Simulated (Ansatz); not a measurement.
# GaCO (doublet): from Hartree-Fock to the top rungs, cc-pVDZ

An exercise on one series of results from a longer session: the logs are not shown, and one member is left open.

Method: cc-pVDZ, core rule «outside noble gas», up to 16 orbitals frozen; program: Ansatz 0.2.0, Gaussian basis.

Plan: UHF; CCSD(T) on ROHF; CCSD(T) on UHF; BCCD(T) on ROHF; CISD; CCSDT(Q) on ROHF; CCSDT(Q) on UHF; CASSCF and MRCISD+Q, 11 electrons in 11 orbitals; CASSCF and NEVPT2, 11 electrons in 11 orbitals.

29 further runs of the same task are left out: 4 for a known fault of the program, 11 that didn't finish, 14 set aside as unsound or not needed.

## The system

The geometry is a PBE0/def2-TZVP stationary point (not a proven minimum) of the parent state, kept for this charge and spin. No spin-orbit coupling is included. The filled d shell of Ga may be among the frozen orbitals whatever the setting's name suggests; the logs give the count.

3 atoms, charge 0, spin multiplicity 2.

Atoms are counted from 1 here; the program's logs count them from 0.

Bond lengths: Ga1–C2 1.839 Å, C2–O3 1.161 Å. Angles: Ga1–C2–O3 180.0°.

Set-up of the first run:

in.yaml reads:

```yaml
crystal:
  periodic: [false, false, false]
  atoms:
    - {symbol: Ga, position_ang: [0.000000, 0.000000, 1.613200]}
    - {symbol: C, position_ang: [0.000000, 0.000000, -0.226200]}
    - {symbol: O, position_ang: [0.000000, 0.000000, -1.387000]}
basis:
  gaussian: {orbitals: cc-pVDZ}
magnetization: {spin_polarized: true, initial_magnetization: 1}
hamiltonian: {xc: hf}
output: {orbitals: {seedname: orbitals}}
```

Command:

```console
> ansatz run in.yaml --threads 1 --pin off --events-out ev --progress --plain --max-ram 2393MiB
```

Among the steps run: UHF; CCSD(T) on ROHF; CCSD(T) on UHF; BCCD(T) on ROHF; CISD; CCSDT(Q) on ROHF; CCSDT(Q) on UHF; CASSCF and MRCISD+Q, 11 electrons in 11 orbitals; CASSCF and NEVPT2, 11 electrons in 11 orbitals.

One table of the session follows, with a row left open; its other results are not shown here.

```
          method  from UCCSDT(Q) (meV)
            ROHF              +10089.7
             UHF               +9998.6
            RMP2                +886.9
            UMP2                +922.7
           RCCSD                +436.6
           UCCSD                +430.8
        RCCSD(T)                 +63.8
        UCCSD(T)                 +64.3
         BCCD(T)                 +61.8
          RCCSDT                 +40.6
          UCCSDT                     ?
       RCCSDT(Q)                  +6.6
       UCCSDT(Q)                     0
  CASSCF valence               +5775.7
  NEVPT2 valence               +1141.3
  MRCISD valence                +461.5
MRCISD+Q valence                +104.2
```

Q: Estimate the row for UCCSDT from the others.

As computed: from UCCSDT(Q) (meV): +39.1. In the column «from UCCSDT(Q) (meV)» it lies between RCCSDT(Q) (+6.6) and RCCSDT (+40.6).

Not comparable, so not listed: CISD (they don't share determinant, frozen orbitals or solution with the rows shown, or repeat one).

Limits of these values: Restricted and unrestricted rows rest on different reference determinants; where their highest levels disagree by more than a few hundredths of an eV, they describe different states and don't form one ladder.
